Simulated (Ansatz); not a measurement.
Crystal: TaV.

```
Ta V
1.0
     1.60670   -2.30777    0.00000
     1.60670    2.30777    0.00000
     0.00000    0.00000    4.34136
Ta V
1 1
Direct
  0.00000 0.00000 0.00000
  0.50000 0.50000 0.50000
```

The cell comes from a database or a generator and needn't be the stable form of this composition.

Program: Ansatz 0.2.0. Alike in all runs: potentials or basis all-electron LAPW, scalar-relativistic; spin collinear, ferromagnetic start; cell as given; k mesh 10 × 10 × 6; cutoff (eV) 274; basis error allowed 0.001 eV/atom.

Q: Order these runs on this cell by their pressure, lowest first.
A. level PBE; smearing gaussian 0.05 eV
B. level RPBE; smearing gaussian 0.1 eV
C. level PBEsol+D4+U; U Ta d U = 5.3 eV, V d U = 8 eV; smearing methfessel-paxton 0.1 eV
D. level LDA; smearing gaussian 0.1 eV

A: D (-12.2 GPa), A (-0.1 GPa), B (3.6 GPa), C (38.2 GPa).

Caveats: the starting moments weren't kept (some runs); the magnetic state may not be the lowest (some runs); a pressure of tens of GPa on the cell as given is suspect, and the run, the potentials or the cell itself is likely at fault (some runs); U is the effective U less J, on atomic orbitals that reach past the spheres (some runs); pairwise dispersion overbinds metals, which lowers pressure and volume (some runs); the U is typed as a test and isn't derived for this compound (some runs).
